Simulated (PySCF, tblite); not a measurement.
**C7H12GeO: geometry, infrared bands and NMR shifts**

Wanted: the infrared bands and NMR shifts of C7H12GeO (`C=[CH][Ge@@H]([CH2]C#CC)[O]C`), by calculation.

Programs: tblite 0.8.0 and PySCF 2.14.0, with density-fitted response routines of our own. Each step states its level of theory. These are calculated values for one molecule in the gas phase, unless marked as measured. Atoms count from 0, in the outputs and in this text.

### Step 1. The starting structure

21 atoms, charge 0, multiplicity 1; geometry from: force field or distance geometry start.

Bonds of the start (Å): C0–C1 1.34, C1–Ge2 1.92, Ge2–C3 1.90, C3–C4 1.46, C4–C5 1.22, C5–C6 1.48, Ge2–O7 1.80, O7–C8 1.40, C0–H9 1.09, C0–H10 1.11, C1–H11 1.07, Ge2–H12 1.59, C3–H13 1.13, C3–H14 1.13, C6–H15 1.14, C6–H16 1.11, C6–H17 1.08, C8–H18 1.10, C8–H19 1.11, C8–H20 1.13.

### Step 2. Relaxing the molecule with GFN2-xTB

Job settings and geometry (Å):

```
{"job": {"kind": "relax", "xc": "GFN2-xTB", "basis": "xTB"}, "charge": 0, "multiplicity": 1}
C     -2.894500    -2.167500    -0.073800
C     -1.726900    -1.659500    -0.480300
Ge    -1.146200     0.037700     0.204800
C      0.211900    -0.049100     1.533200
C      1.504400    -0.166300     0.869300
C      2.584600    -0.257800     0.312600
C      3.916300    -0.350800    -0.334300
O     -0.789400     1.216900    -1.114300
C     -1.074800     2.477800    -0.576800
H     -3.274100    -3.127600    -0.419800
H     -3.526300    -1.589200     0.629000
H     -1.126400    -2.237200    -1.155800
H     -2.427500     0.637400     0.924700
H      0.069500    -0.930700     2.222900
H      0.232700     0.903700     2.145100
H      4.719100     0.007200     0.384400
H      4.156500    -1.412800    -0.568500
H      3.926400     0.310600    -1.190000
H     -2.041100     2.892100    -0.884600
H     -0.200200     3.108400    -0.819100
H     -1.103000     2.373700     0.545300
```

Launch:

```sh
$ OMP_NUM_THREADS=1 python probes_run.py task.json out
```

One launch serves the whole session: the jobs run in the order shown.

What it wrote:

```text
step      E/eV     max force
  0    -733.77421    2.359
  1    -733.98219    3.688
  2    -734.00510    3.937
  3    -734.14564    0.628
  4    -734.17985    0.635
  5    -734.22211    0.971
  6    -734.25944    0.409
  7    -734.27855    0.342
  8    -734.29819    0.329
  9    -734.31729    0.448
 10    -734.33876    0.351
 11    -734.35560    0.291
 12    -734.36727    0.197
 13    -734.37593    0.238
 14    -734.38468    0.216
 15    -734.39397    0.240
 16    -734.40184    0.216
 17    -734.40804    0.157
 18    -734.41393    0.157
 19    -734.42012    0.187
 20    -734.42667    0.203
 21    -734.43318    0.212
 22    -734.43911    0.186
 23    -734.44484    0.157
 24    -734.45105    0.154
 25    -734.45789    0.249
 26    -734.46570    0.293
 27    -734.47396    0.254
 28    -734.48084    0.196
 29    -734.48597    0.142
 30    -734.49041    0.218
 31    -734.49496    0.216
 32    -734.49935    0.137
 33    -734.50233    0.105
 34    -734.50366    0.127
 35    -734.50525    0.126
 36    -734.50671    0.101
 37    -734.50883    0.103
 38    -734.50974    0.076
 39    -734.51056    0.062
 40    -734.51109    0.050
 41    -734.51157    0.060
 42    -734.51189    0.058
 43    -734.51216    0.038
 44    -734.51241    0.039
 45    -734.51271    0.047
 46    -734.51305    0.044
 47    -734.51348    0.050
 48    -734.51409    0.084
 49    -734.51503    0.115
 50    -734.51630    0.123
 51    -734.51757    0.098
 52    -734.51854    0.085
 53    -734.51931    0.075
 54    -734.52002    0.084
 55    -734.52079    0.089
 56    -734.52153    0.064
 57    -734.52209    0.052
 58    -734.52253    0.074
 59    -734.52302    0.094
 60    -734.52365    0.093
 61    -734.52433    0.075
 62    -734.52495    0.071
 63    -734.52548    0.070
 64    -734.52601    0.073
 65    -734.52667    0.071
 66    -734.52723    0.045
 67    -734.52770    0.062
 68    -734.52810    0.062
 69    -734.52849    0.047
 70    -734.52891    0.044
 71    -734.52936    0.068
 72    -734.52982    0.076
 73    -734.53026    0.060
 74    -734.53071    0.054
 75    -734.53114    0.052
 76    -734.53160    0.057
 77    -734.53211    0.064
 78    -734.53262    0.050
 79    -734.53306    0.047
 80    -734.53344    0.046
 81    -734.53387    0.055
 82    -734.53445    0.058
 83    -734.53515    0.057
 84    -734.53581    0.054
 85    -734.53629    0.047
 86    -734.53680    0.048
 87    -734.53747    0.056
 88    -734.53830    0.059
 89    -734.53897    0.062
 90    -734.53960    0.062
 91    -734.54031    0.071
 92    -734.54134    0.072
 93    -734.54243    0.071
 94    -734.54333    0.067
 95    -734.54379    0.049
 96    -734.54420    0.035
 97    -734.54450    0.041
 98    -734.54479    0.048
 99    -734.54501    0.044
100    -734.54532    0.046
101    -734.54577    0.046
102    -734.54633    0.063
103    -734.54684    0.073
104    -734.54711    0.042
105    -734.54747    0.121
106    -734.54766    0.159
107    -734.54795    0.039
108    -734.54818    0.055
109    -734.54837    0.079
110    -734.54862    0.062
111    -734.54897    0.041
112    -734.54949    0.056
113    -734.55003    0.069
114    -734.55048    0.054
115    -734.55081    0.058
116    -734.55108    0.057
117    -734.55137    0.043
118    -734.55169    0.048
119    -734.55204    0.049
120    -734.55213    0.118
121    -734.55266    0.052
122    -734.55297    0.045
123    -734.55369    0.056
124    -734.55414    0.058
125    -734.55478    0.073
126    -734.55559    0.070
127    -734.55624    0.079
128    -734.55709    0.108
129    -734.55835    0.100
130    -734.55870    0.289
131    -734.56220    0.116
132    -734.56343    0.062
133    -734.56484    0.130
134    -734.56571    0.050
135    -734.56637    0.043
136    -734.56672    0.038
137    -734.56692    0.035
138    -734.56718    0.034
139    -734.56756    0.042
140    -734.56795    0.059
141    -734.56844    0.060
142    -734.56901    0.055
143    -734.56960    0.038
144    -734.57011    0.050
145    -734.57052    0.038
146    -734.57076    0.074
147    -734.57110    0.040
148    -734.57140    0.036
149    -734.57188    0.036
150    -734.57216    0.042
151    -734.57251    0.042
152    -734.57273    0.030
153    -734.57287    0.021
154    -734.57294    0.017
155    -734.57299    0.012
156    -734.57301    0.011
157    -734.57303    0.010
158    -734.57304    0.009
```

It took 5.4 s on 1 thread of Intel Xeon at 2.50GHz, shared host; peak memory 0.18 GiB.

Step by step: (not every step is listed)

```tsv
step	energy from step 0 (eV)	largest force (eV/Å)
0	0.0000	2.3588
1	-0.2080	3.6876
2	-0.2309	3.9370
3	-0.3714	0.6277
4	-0.4056	0.6346
5	-0.4479	0.9710
6	-0.4852	0.4091
7	-0.5043	0.3415
8	-0.5240	0.3293
22	-0.6649	0.1862
36	-0.7325	0.1011
50	-0.7421	0.1232
64	-0.7518	0.0733
78	-0.7584	0.0504
92	-0.7671	0.0716
106	-0.7734	0.1591
120	-0.7779	0.1175
134	-0.7915	0.0497
148	-0.7972	0.0362
153	-0.7987	0.0208
154	-0.7987	0.0168
155	-0.7988	0.0122
156	-0.7988	0.0107
157	-0.7988	0.0103
158	-0.7988	0.0088
```

Distances of close pairs at the start and the end, largest changes first:

```tsv
bond	before (Å)	after (Å)	change (Å)
Ge2–C3	1.902	2.019	+0.118
Ge2–H12	1.587	1.538	-0.049
C6–H15	1.135	1.090	-0.045
C3–H14	1.133	1.094	-0.039
C3–H13	1.128	1.091	-0.037
C1–Ge2	1.920	1.956	+0.036
C5–C6	1.483	1.448	-0.035
C8–H20	1.127	1.094	-0.034
```

The final coordinates are the input of the step that follows.

### Step 3. Infrared spectrum with GFN2-xTB

Job settings and geometry (Å):

```
{"job": {"kind": "ir", "xc": "GFN2-xTB", "basis": "xTB"}, "charge": 0, "multiplicity": 1}
C     -2.680516    -2.472924    -0.213980
C     -1.743947    -1.575419    -0.466840
Ge    -1.442991     0.046707     0.584652
C      0.202340     0.073223     1.755049
C      1.404295    -0.081735     0.972863
C      2.379155    -0.204333     0.284362
C      3.578829    -0.360627    -0.511632
O     -1.253398     1.251138    -0.703551
C     -0.741799     2.552166    -0.543443
H     -2.812554    -3.357910    -0.818865
H     -3.361390    -2.359226     0.615119
H     -1.074496    -1.714671    -1.305347
H     -2.665365     0.429161     1.436601
H      0.129295    -0.730968     2.488588
H      0.228507     1.023396     2.295989
H      4.448967    -0.007103     0.042329
H      3.723474    -1.411728    -0.761741
H      3.491728     0.212208    -1.434938
H     -0.708433     3.006795    -1.535258
H      0.269645     2.536779    -0.127420
H     -1.380268     3.162016     0.101694
```

What it wrote:

```text
mode    cm-1     km/mol
  1      18.8      0.02
  2      29.9      0.01
  3      31.6      0.03
  4      49.7      0.08
  5      78.3      5.81
  6      96.8      1.03
  7     118.2      0.77
  8     122.4      0.44
  9     154.2      9.83
 10     216.6      2.40
 11     228.7      2.14
 12     261.0     12.61
 13     286.4      5.09
 14     297.5      0.02
 15     345.9     19.11
 16     466.2     47.37
 17     492.9     90.97
 18     518.7     18.41
 19     570.7     50.74
 20     617.0     62.29
 21     660.6    212.81
 22     718.9    112.45
 23     789.9      2.10
 24     910.8     18.09
 25     989.5     12.96
 26    1021.3     19.22
 27    1023.5     13.71
 28    1028.2      7.76
 29    1060.3    147.73
 30    1096.5      1.23
 31    1135.5      1.38
 32    1144.8      6.86
 33    1146.5      3.76
 34    1217.7     56.70
 35    1232.2     14.77
 36    1392.1      1.28
 37    1401.1      3.55
 38    1414.7      1.21
 39    1418.0      2.62
 40    1460.5      4.23
 41    1460.9      4.28
 42    1488.3      2.81
 43    1489.9      0.92
 44    1657.3     37.47
 45    1730.1    568.67
 46    2405.1      0.32
 47    2921.0     36.28
 48    2925.2     41.26
 49    2936.3     49.01
 50    2957.1     25.36
 51    2973.4     42.68
 52    2994.2     33.07
 53    2998.2     26.85
 54    3006.1     35.92
 55    3035.9     26.34
 56    3064.5     33.87
 57    3090.0     38.18
```

Wall time 3.5 s (1 thread of Intel Xeon at 2.50GHz, shared host); peak memory 0.18 GiB.

Which atoms move in the most intense modes:

```tsv
cm⁻¹	km/mol	atoms
493	91.0	O7 21 %, C1 20 %, H9 16 %, Ge2 14 %
571	50.7	C1 36 %, Ge2 20 %, C3 17 %
617	62.3	H12 78 %
661	212.8	H12 79 %
719	112.5	H14 30 %, H13 29 %, C3 27 %
1060	147.7	O7 49 %, C8 46 %
1218	56.7	C4 25 %, C5 24 %, C3 24 %, C6 12 %
1730	568.7	H12 95 %
```

### Step 4. Nuclear shieldings: PBE0/pcSseg-1

Settings changed since step 3:

```diff
@@ -1,2 +1,2 @@
-{"job": {"kind": "ir", "xc": "GFN2-xTB", "basis": "xTB"}, "charge": 0, "multiplicity": 1}
+{"job": {"kind": "nmr", "xc": "PBE0", "basis": "pcSseg-1"}, "charge": 0, "multiplicity": 1}
 C     -2.680516    -2.472924    -0.213980
```

With the program's defaults for keys left out, this is: GIAO PBE0/pcSseg-1 NMR shielding, non-relativistic, gas phase.

What it wrote:

```text
coarse grid: 78520 points
cycle   1  E = -2425.0002802319  dE =  3.065e-01  |g| = 1.166e+00  |ddm| = 4.598e+00
cycle   2  E = -2424.7486408846  dE =  2.516e-01  |g| = 1.623e+00  |ddm| = 2.159e+00
cycle   3  E = -2425.1582711149  dE = -4.096e-01  |g| = 2.986e-01  |ddm| = 1.562e+00
cycle   4  E = -2425.1737956814  dE = -1.552e-02  |g| = 8.720e-02  |ddm| = 2.793e-01
cycle   5  E = -2425.1747641796  dE = -9.685e-04  |g| = 3.674e-02  |ddm| = 8.397e-02
cycle   6  E = -2425.1750514604  dE = -2.873e-04  |g| = 1.288e-02  |ddm| = 3.491e-02
cycle   7  E = -2425.1750900951  dE = -3.863e-05  |g| = 2.057e-03  |ddm| = 1.159e-02
cycle   8  E = -2425.1750909953  dE = -9.002e-07  |g| = 6.937e-04  |ddm| = 2.895e-03
final grid: 167168 points
cycle   9  E = -2425.1751151855  dE =  1.116e-07  |g| = 1.079e-03  |ddm| = 3.383e-03
cycle  10  E = -2425.1751146277  dE =  5.579e-07  |g| = 1.820e-03  |ddm| = 2.417e-03
cycle  11  E = -2425.1751154855  dE = -8.578e-07  |g| = 1.467e-04  |ddm| = 1.444e-03
cycle  12  E = -2425.1751154911  dE = -5.587e-09  |g| = 3.136e-05  |ddm| = 1.572e-04
cycle  13  E = -2425.1751154913  dE = -2.156e-10  |g| = 8.203e-06  |ddm| = 2.785e-05
converged SCF energy = -2425.1751154913

GIAO shielding tensors (ppm)
atom      isotropic    diamagn.    paramagn.     s11        s22        s33       span
  0 C       46.833     252.999    -206.166    -78.977     53.271    166.204    245.181
  1 C       41.871     260.240    -218.369    -73.544     32.705    166.453    239.997
  2 Ge    1318.073    2756.691   -1438.618   1243.293   1270.454   1440.471    197.179
  3 C      177.782     258.523     -80.741    165.476    173.488    194.381     28.905
  4 C      106.440     262.356    -155.915     17.527     25.103    276.691    259.164
  5 C      103.946     269.407    -165.460     18.862     25.750    267.226    248.363
  6 C      181.880     253.514     -71.634    174.015    174.849    196.777     22.762
  7 O      333.914     403.663     -69.749    293.351    339.339    369.053     75.702
  8 C      130.902     243.797    -112.896    103.161    104.461    185.083     81.921
  9 H       25.232      28.630      -3.398     21.782     24.445     29.469      7.687
 10 H       25.690      30.533      -4.844     21.410     24.432     31.226      9.816
 11 H       24.928      35.118     -10.190     21.996     23.767     29.021      7.025
 12 H       26.235      30.212      -3.978     20.427     20.938     37.339     16.912
 13 H       29.884      30.983      -1.099     24.529     28.500     36.623     12.094
 14 H       29.423      31.311      -1.888     24.865     27.826     35.579     10.714
 15 H       29.711      26.163       3.548     24.283     27.782     37.069     12.785
 16 H       29.734      29.716       0.018     24.451     28.041     36.708     12.257
 17 H       29.698      32.038      -2.340     24.255     28.624     36.216     11.962
 18 H       27.605      29.345      -1.740     23.307     24.755     34.754     11.447
 19 H       27.698      32.146      -4.448     22.450     27.131     33.513     11.063
 20 H       28.056      29.065      -1.009     23.878     25.084     35.208     11.330
```

Wall time 3.6 min (1 thread of Intel Xeon at 2.50GHz, shared host); peak memory 1.1 GiB.

Shifts follow as δ = σ(reference) − σ, with reference shieldings (ppm) from runs at the same level and on the same kind of geometry: 1H TMS 31.72, 13C TMS 186.9, 17O H2O 336.1, 73Ge GeMe4 1331. The references are single molecules in the gas phase, so shifts against H2O, NH3, PH3, H3PO4 or CFCl3 are not on the usual liquid scales and can be off by tens of ppm. Atoms listed in one row are averaged.

```tsv
atoms	environment	σ (ppm)	δ (ppm)
C1	alkene CH	41.9	145.1
C0	terminal =CH2 carbon	46.8	140.1
C5	alkyne carbon	103.9	83.0
C4	alkyne carbon	106.4	80.5
C8	methyl carbon bonded to O	130.9	56.0
C3	propargylic sp3 CH2 bonded to Ge	177.8	9.1
C6	propargylic methyl carbon	181.9	5.0
H11	hydrogen on an alkene CH	24.93	6.79
H9	hydrogen on a terminal =CH2 carbon	25.23	6.48
H10	hydrogen on a terminal =CH2 carbon	25.69	6.03
H12	hydrogen on a germanium bonded to 2 C, O	26.23	5.48
H18, H19, H20	hydrogen on a methyl carbon bonded to O	27.79	3.93
H14	hydrogen on a propargylic sp3 CH2 bonded to Ge	29.42	2.29
H15, H16, H17	hydrogen on a propargylic methyl carbon	29.71	2.00
H13	hydrogen on a propargylic sp3 CH2 bonded to Ge	29.88	1.83
Ge2	germanium bonded to 2 C, O, H	1318	13
O7	oxygen bonded to C, Ge	333.9	2.2
```

The run also stored atomic charges by several schemes (e):

```tsv
atoms	Mulliken	IAO	Hirshfeld	ESP fit
C0	-0.12	-0.28	-0.09	-0.31
C1	-0.49	-0.38	-0.13	-0.33
Ge2	0.96	1.00	0.45	0.76
C3	-0.48	-0.53	-0.14	-0.56
C4	-0.03	-0.08	-0.07	-0.09
C5	-0.31	-0.07	-0.06	0.07
C6	-0.19	-0.43	-0.10	-0.57
O7	-0.73	-0.61	-0.25	-0.47
C8	-0.01	-0.20	-0.05	-0.04
```

Mayer bond orders: C0–C1 1.95, C1–Ge2 0.90, Ge2–C3 0.87, C3–C4 1.12, C4–C5 2.57, C5–C6 1.23, Ge2–O7 0.82, O7–C8 0.92.

### Step 5. Results

```
                                                              quantity                                               value
                             strongest single infrared mode (GFN2-xTB)                               1730 cm⁻¹, 569 km/mol
                                          zero-point energy (GFN2-xTB)                                      100.6 kcal/mol
                                13C shifts against TMS (PBE0/pcSseg-1)        145.1, 140.1, 83.0, 80.5, 56.0, 9.1, 5.0 ppm
1H shifts against TMS (PBE0/pcSseg-1, means over atoms taken as alike)  6.79, 6.48, 6.03, 5.48, 3.93, 2.29, 2.00, 1.83 ppm
                             73Ge shifts against GeMe4 (PBE0/pcSseg-1)                                              13 ppm
                                17O shifts against H2O (PBE0/pcSseg-1)                                             2.2 ppm
```

Relaxing lowered the energy by 0.799 eV in 158 steps; the close pair that moved most is Ge2–C3, from 1.902 to 2.019 Å. No mode is imaginary among the 57: a minimum at this level. The strongest single mode, at 1730 cm⁻¹, moves mainly H12. GFN2-xTB is a fitted tight-binding method: band positions and strengths are rough. Its intensities can rank the bands wrongly. C1 (alkene CH) lies farthest downfield among carbon, at 145.1 ppm; an sp2 carbon of a C=C bond. The most deshielded hydrogen is H11 (hydrogen on an alkene CH), at 6.79 ppm: olefinic region. Spin-orbit coupling is left out, which matters for shieldings and couplings at and beside the heavy atoms.
